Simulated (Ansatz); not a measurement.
**SnAu: properties at the relaxed cell**

An exercise on one series of results from a longer session: the logs are not shown, and one member is left open.

The COD entry's cell or inner coordinates are ideal or old and differ from later refinements, so a difference from it is no clean test against experiment.

Computed with Ansatz 0.2.0 (DFT r2SCAN, scalar-relativistic, plane waves, PAW, unless a step's input says otherwise).

1 further run of the same task is left out (set aside as unsound or not needed).

**The system as given**

It takes space group P6_3/mmc (No. 194, hexagonal). The conventional cell has a = 4.355 Å, b = 4.355 Å, c = 5.607 Å, α = 90.00°, β = 90.00°, γ = 120.00°. Sn (site symmetry -6m2) is surrounded by 6 Au at 2.88 Å. Au (site symmetry -3m) is surrounded by 2 Au at 2.80 Å and 6 Sn at 2.88 Å.

Coordinates:

```xyz
4
Lattice="4.3553 0.0000 0.0000 -2.1777 3.7718 0.0000 0.0000 0.0000 5.6070" Properties=species:S:1:pos:R:3 pbc="T T T"
Sn    0.0000    2.5145    1.4018
Sn    2.1777    1.2573    4.2053
Au    0.0000    0.0000    0.0000
Au    0.0000    0.0000    2.8035
```

This cell was relaxed beforehand with the same method: volume 23.03 Å³/atom, gap on the mesh none (metal).

Set-up of the first run:

Input file input.yaml:

```yaml
crystal:
  lattice:
    - [4.3553145778, 0.0, 0.0]
    - [-2.1776572889, 3.7718130658, 0.0]
    - [0.0, 0.0, 5.6070167656]
  atoms:
    - { symbol: Sn, position: [0.3333333333, 0.6666666667, 0.25] }
    - { symbol: Sn, position: [0.6666666667, 0.3333333333, 0.75] }
    - { symbol: Au, position: [0.0, 0.0, 0.0] }
    - { symbol: Au, position: [0.0, 0.0, 0.5] }
basis:
  ecutwfc: 500
kpoints:
  mp_grid: { grid: [12, 12, 8] }
  band_path:
    path:
      - [[0.0, 0.0, 0.0], [0.5, 0.0, 0.0], [0.33333333, 0.33333333, 0.0], [0.0, 0.0, 0.0], [0.0, 0.0, 0.5], [0.5, 0.0, 0.5], [0.33333333, 0.33333333, 0.5], [0.0, 0.0, 0.5]]
      - [[0.5, 0.0, 0.5], [0.5, 0.0, 0.0]]
      - [[0.33333333, 0.33333333, 0.5], [0.33333333, 0.33333333, 0.0]]
    npoints: 14
hamiltonian:
  xc: r2scan
scf:
  occupations: { method: gaussian, width: 0.1 }
  n_extra_bands: 10
output:
  forces: true
  stress: true
  eigenvalues: true
  populations: true
  dos: { projected: true, de: 0.02, nscf_kmesh: { grid: [18, 18, 12] } }
  bader: true
  write_density: true
  write_potential: true
  elf: true
  volumetric_format: npy
```

Launch:

```console
$ ansatz run input.yaml --threads 1 --pin off --max-ram 2560MiB --backend cpu --events-out ev --progress --plain --runs-dir out
```

Steps of the session up to this table: Electronic structure at the relaxed geometry; The cell as listed, for comparison; Volume × 0.97; The cell scaled to 1.03 of its volume; Volume × 0.94; Volume × 1.06; The cell scaled to 0.91 of its volume; Point at V/V0 = 1.10; The cell scaled to 0.88 of its volume.

One of the session's tables, all rows but one given; the rest of the session is left out.

It belongs to the step «Fit of the equation of state». 

| volume (Å³/atom) | energy above the lowest point (meV/atom) | pressure (GPa) |
| --- | --- | --- |
| 20.264 | 114.5 | 15.18 |
| 20.955 | 60.1 | 10.22 |
| 21.646 | 25.0 | 6.16 |
| 22.336 | 5.9 | 2.79 |
| 23.027 | 0.0 | 0.00 |
| 23.718 | 5.1 | -2.31 |
| 24.409 | ? | ? |
| 25.330 | 49.5 | -6.27 |

Q: Estimate the row for volume (Å³/atom) = 24.409 from the others.

Worked estimate for «energy above the lowest point (meV/atom)». A straight line through the neighbours (23.718, 5.1) and (25.330, 49.5) gives 5.1 + (49.5 − 5.1) × (24.409 − 23.718) / (25.330 − 23.718) = 24.1; a parabola fitted to 3 rows on both sides gives 18.6.

**Answer.** energy above the lowest point (meV/atom): 19.2; pressure (GPa): -4.21. In «energy above the lowest point (meV/atom)» the line misses by +4.9 and the parabola by -0.6.
